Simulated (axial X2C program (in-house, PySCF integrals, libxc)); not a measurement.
# A two-component session on HfF: properties at the nuclei

Aim: properties at the nuclei of HfF, with spin–orbit coupling in the Hamiltonian from the start.

Method: two-component X2C with atomic mean-field terms, Hf dyall-acv3z, F dyall-av3z; program: an in-house X2C program for linear molecules on PySCF integrals.

All values are calculated.

### Step 1. Input

File task.json:

```json
{"zs": [72, 9], "q": 0, "bas": ["dyall-acv3z", "dyall-av3z"], "r0": 2.16, "levels": ["PBE0", "HF", "B3LYP"], "nst": 1, "ff": 1, "thr": -3.5, "nmax": 130, "opt": {"ecut": 60}}
```

Keys: zs atomic numbers; q charge; bas basis sets; r0 starting distance in Å; levels methods (HF also brings MP2); nst determinants followed; ff finite-field run; thr threshold in hartree for freezing inner shells (an s shell follows its p shell); nmax most natural virtual spinors; ecut virtual cutoff in hartree.

Run with:

```
> python soeom.py task.json out
```

The runs that follow: Expectation values, lowest determinant; Finite-field coupled cluster.

Before running it: what results should come out? Wanted: lowest determinant; Eeff magnitude; Ws magnitude Hf; A∥/gI Hf; qzz Hf (for each run or level that gives them).

**Answer**, as computed:

```
                       quantity                                    value
             lowest determinant  Ω = 3/2 (excess of +ω over −ω: ω = 3/2)
   Eeff magnitude (GV/cm), PBE0                                     14.9
    Ws magnitude Hf (kHz), PBE0                                     9.53
           A∥/gI Hf (MHz), PBE0                                      491
            qzz Hf (a.u.), PBE0                                    -3.30
Eeff magnitude (GV/cm), CCSD(T)                                     24.5
 Ws magnitude Hf (kHz), CCSD(T)                                     16.2
        A∥/gI Hf (MHz), CCSD(T)                                      717
         qzz Hf (a.u.), CCSD(T)                                    -4.44
```

In the first state, the effective field runs from 9.52 to 81 GV/cm over the mean-field levels, so the levels don't agree on it. The expectation values come from single determinants, which for open shells can mix terms of unlike spin or miss the lowest Ω, so a determinant need not be a state. Eeff is the effective electric field on the electron dipole moment in this Ω state and Ws the scalar–pseudoscalar constant (defined with the proton number Z and per Ω); A∥ is the parallel hyperfine constant, which follows by multiplying with the nuclear g factor gI = μI/(I μN); qzz is the electric field gradient, eQq0 = 234.96 MHz × Q/barn × qzz; μ is positive if F is the positive end. The operators were transformed with the bare-nucleus X2C matrices. Correlation of the inner shells is missing, which matters for properties at the nucleus.
